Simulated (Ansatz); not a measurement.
# AlGe (quartet): from Hartree-Fock to the top rungs at distance Ge1–Al2 = 2.723 Å, cc-pVDZ

How much of the correlation energy of AlGe (quartet) does each wave-function method recover here?

Method: cc-pVDZ, core rule «outside noble gas», up to 19 orbitals frozen; program: Ansatz 0.2.0, Gaussian basis.

To be run: UHF; CCSD(T) on ROHF; CCSD(T) on UHF; BCCD(T) on ROHF; CISD; CCSDT(Q) on ROHF; CCSDT(Q) on UHF; CASSCF and MRCISD+Q, 5 electrons in 5 orbitals; CASSCF and NEVPT2, 5 electrons in 5 orbitals; CASSCF and MRCISD+Q, 7 electrons in 8 orbitals; CASSCF and NEVPT2, 7 electrons in 8 orbitals; Full CI.

15 further runs of the same task are left out: 13 that didn't finish, 2 set aside as unsound or not needed.

## Step 1: What is computed

The geometry derives from a PBE0/def2-TZVP stationary point (not a proven minimum). One bond is set to the value named and the two fragments are kept rigid. No spin-orbit coupling is included. The filled d shell of Ge may be among the frozen orbitals whatever the setting's name suggests; the logs give the count.

2 atoms, charge 0, spin multiplicity 4.

Atoms are counted from 1 here; the program's logs count them from 0.

Bond lengths: Ge1–Al2 2.723 Å.

## Step 2: UHF

The input, in.yaml:

```yaml
crystal:
  periodic: [false, false, false]
  atoms:
    - {symbol: Ge, position_ang: [0.000000, 0.000000, 0.000000]}
    - {symbol: Al, position_ang: [0.000000, 0.000000, 2.723000]}
basis:
  gaussian: {orbitals: cc-pVDZ}
magnetization: {spin_polarized: true, initial_magnetization: 3}
hamiltonian: {xc: hf}
output: {orbitals: {seedname: orbitals}}
```

Started as:

```sh
> ansatz run in.yaml --threads 1 --pin off --events-out ev --progress --plain --max-ram 2393MiB
```

After this run come: CCSD(T) on ROHF; CCSD(T) on UHF; BCCD(T) on ROHF; CISD; CCSDT(Q) on ROHF; CCSDT(Q) on UHF; CASSCF and MRCISD+Q, 5 electrons in 5 orbitals; CASSCF and NEVPT2, 5 electrons in 5 orbitals; CASSCF and MRCISD+Q, 7 electrons in 8 orbitals; CASSCF and NEVPT2, 7 electrons in 8 orbitals; Full CI.

Before running them: what should the planned runs give, taken together? Wanted: FCI from the RHF energy; RMP2 from FCI; UMP2 from FCI; RCCSD from FCI; RCCSD(T) from FCI; UCCSD(T) from FCI; RCCSDT(Q) from FCI; UCCSDT(Q) from FCI; NEVPT2 pair from FCI.

The runs gave:

| quantity | value |
| --- | --- |
| FCI from the ROHF energy | -3.5155 eV |
| RMP2 from FCI | +22.04 kcal/mol |
| UMP2 from FCI | +22.35 kcal/mol |
| RCCSD from FCI | +4.46 kcal/mol |
| RCCSD(T) from FCI | +1.26 kcal/mol |
| UCCSD(T) from FCI | +1.05 kcal/mol |
| RCCSDT(Q) from FCI | +0.03 kcal/mol |
| UCCSDT(Q) from FCI | -0.23 kcal/mol |
| NEVPT2 pair from FCI | +21.84 kcal/mol |
| MRCISD+Q pair from FCI | +1.45 kcal/mol |
| NEVPT2 valence from FCI | +12.08 kcal/mol |
| levels within 1 kcal/mol (43 meV) | RCCSDT, UCCSDT, RCCSDT(Q), UCCSDT(Q), MRCISD+Q valence |
| T1 diagnostic | 0.041 |
| effectively unpaired electrons | 3.10 |

In words: RCCSD(T) misses by +1.26 kcal/mol, 1.6 % of the correlation energy. UCCSDT(Q), MRCISD+Q valence fall below full CI: unrestricted runs freeze a spin-polarised core, another one than full CI's, and coupled cluster isn't variational. The occupations are near whole numbers, but T1 = 0.041 shows that the orbitals relax strongly. Of the multireference levels listed MRCISD+Q valence comes nearest in total energy (-0.46 kcal/mol), which doesn't show that its space is the better one. These misses are within one basis, not against nature; the frozen cores of restricted and unrestricted runs differ, which can shift their rows.

Levels on UHF freeze UHF's core orbitals, full CI those of ROHF, so the U rows can settle a little off it for that reason alone.

With open shells the CI space here admits some triples and quadruples, so it is larger than plain CISD.
